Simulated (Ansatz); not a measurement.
**C₄H₁₀Br₂Cl₂Ga₂: basis-set convergence**

The task here is to estimate one member of a computed series from the others.

Computed with Ansatz 0.2.0, Gaussian basis. Level: one geometry, several basis sets.

The runs, in order: PBE0-D4/def2-SVP; ωB97M-V/def2-SVP; PBE0-D4/def2-QZVPP; ωB97M-V/def2-QZVPP; the functionals' def2-TZVPP values are taken from earlier runs.

## The geometry

All runs share one geometry, relaxed beforehand with PBE0-D4 in a triple-zeta def2 set.

SMILES `C[CH2][Ga@-]1([Cl])[Br+][Ga@-]([Cl])([CH2]C)[Br+]1`, 20 atoms, charge 0, spin multiplicity 1.

Atoms are counted from 1 here; the program's logs count them from 0.

Bond lengths: C1–C2 1.523 Å, C1–H11 1.093 Å, C1–H12 1.094 Å, C1–H13 1.092 Å, C2–Ga3 1.960 Å, C2–H14 1.093 Å, C2–H15 1.094 Å, Ga3–Cl4 2.145 Å, Ga3–Br5 2.499 Å, Ga3–Br10 2.503 Å, Br5–Ga6 2.499 Å, Ga6–Cl7 2.145 Å, Ga6–C8 1.960 Å, Ga6–Br10 2.503 Å, C8–C9 1.523 Å, C8–H16 1.093 Å, C8–H17 1.094 Å, C9–H18 1.093 Å and more. Angles: C2–C1–H11 111.7°, C2–C1–H12 111.0°, C2–C1–H13 111.7°, H11–C1–H12 107.3°, H11–C1–H13 107.5°, H12–C1–H13 107.4°, C1–C2–Ga3 112.8°, C1–C2–H14 111.4°, C1–C2–H15 111.3°, Ga3–C2–H14 107.1°, Ga3–C2–H15 106.9°, H14–C2–H15 107.0°, C2–Ga3–Cl4 126.0°, C2–Ga3–Br5 110.9°, C2–Ga3–Br10 109.1°, Cl4–Ga3–Br5 106.7°, Cl4–Ga3–Br10 106.3°, Br5–Ga3–Br10 92.6° and more.

Coordinates:

```mol
C4H10Br2Cl2Ga2
  3D, bonds by distance, orders not assigned

 20 20  0  0  0  0  0  0  0  0999 V2000
    3.1881   -0.7143   -0.7055 C   0  0
    2.4624    0.1211    0.3410 C   0  0
    1.3155   -0.9551    1.5112 Ga  0  0
    1.9753   -2.4823    2.8657 Cl  0  0
   -0.2718    0.4962    2.7837 Br  0  0
   -1.9547   -0.1205    1.0426 Ga  0  0
   -3.5857   -1.0642    2.0682 Cl  0  0
   -2.1067    1.2851   -0.3154 C   0  0
   -2.8371    0.8187   -1.5680 C   0  0
   -0.5231   -1.9693    0.1486 Br  0  0
    2.4876   -1.2393   -1.3598 H   0  0
    3.8180   -0.0859   -1.3416 H   0  0
    3.8346   -1.4656   -0.2461 H   0  0
    1.8258    0.8787   -0.1237 H   0  0
    3.1685    0.6504    0.9872 H   0  0
   -1.0917    1.6197   -0.5459 H   0  0
   -2.6214    2.1278    0.1549 H   0  0
   -3.8560    0.4940   -1.3446 H   0  0
   -2.3230   -0.0185   -2.0471 H   0  0
   -2.9046    1.6235   -2.3055 H   0  0
  1  2  8  0
  2  3  8  0
  3  4  8  0
  3  5  8  0
  5  6  8  0
  6  7  8  0
  6  8  8  0
  8  9  8  0
  6 10  8  0
  1 11  8  0
  1 12  8  0
  1 13  8  0
  2 14  8  0
  2 15  8  0
  8 16  8  0
  8 17  8  0
  9 18  8  0
  9 19  8  0
  9 20  8  0
  3 10  8  0
M  END
```

The first run:

in.yaml

```yaml
crystal:
  periodic: [false, false, false]
  atoms:
    - {symbol: C, position_ang: [3.188144, -0.714284, -0.705529]}
    - {symbol: C, position_ang: [2.462430, 0.121110, 0.340987]}
    - {symbol: Ga, position_ang: [1.315515, -0.955060, 1.511198]}
    - {symbol: Cl, position_ang: [1.975255, -2.482326, 2.865737]}
    - {symbol: Br, position_ang: [-0.271833, 0.496192, 2.783719]}
    - {symbol: Ga, position_ang: [-1.954713, -0.120502, 1.042644]}
    - {symbol: Cl, position_ang: [-3.585710, -1.064210, 2.068222]}
    - {symbol: C, position_ang: [-2.106669, 1.285053, -0.315350]}
    - {symbol: C, position_ang: [-2.837094, 0.818722, -1.567995]}
    - {symbol: Br, position_ang: [-0.523065, -1.969342, 0.148556]}
    - {symbol: H, position_ang: [2.487559, -1.239347, -1.359800]}
    - {symbol: H, position_ang: [3.817998, -0.085920, -1.341574]}
    - {symbol: H, position_ang: [3.834575, -1.465617, -0.246056]}
    - {symbol: H, position_ang: [1.825828, 0.878726, -0.123724]}
    - {symbol: H, position_ang: [3.168499, 0.650383, 0.987186]}
    - {symbol: H, position_ang: [-1.091705, 1.619663, -0.545942]}
    - {symbol: H, position_ang: [-2.621430, 2.127773, 0.154899]}
    - {symbol: H, position_ang: [-3.856029, 0.493978, -1.344610]}
    - {symbol: H, position_ang: [-2.322952, -0.018450, -2.047052]}
    - {symbol: H, position_ang: [-2.904604, 1.623458, -2.305527]}
basis:
  gaussian: {orbitals: def2-SVP}
hamiltonian: {xc: pbe0, dispersion: d4}
output: {orbitals: {seedname: orbitals}}
```

Started as:

```console
$ ansatz run in.yaml --threads 11 --pin off --events-out ev --progress --plain --max-ram 166912MiB --backend cpu
```

Among the steps run: PBE0-D4 in def2-SVP; ωB97M-V in def2-SVP; PBE0-D4 in def2-QZVPP; ωB97M-V in def2-QZVPP.

One table of the session follows, with a row left open; its other results are not shown here.

It belongs to the step «Density functionals: the series». 

| functional | basis | HOMO (eV) |
| --- | --- | --- |
| PBE0-D4 | def2-SVP | -8.15 |
| PBE0-D4 | def2-TZVPP | -8.18 |
| PBE0-D4 | def2-QZVPP | -8.20 |
| ωB97M-V | def2-SVP | -10.27 |
| ωB97M-V | def2-TZVPP | -10.32 |
| ωB97M-V | def2-QZVPP | ? |

Estimate the missing values for ωB97M-V, def2-QZVPP.

As computed: HOMO (eV): -10.34. In the column «HOMO (eV)» it is the lowest.
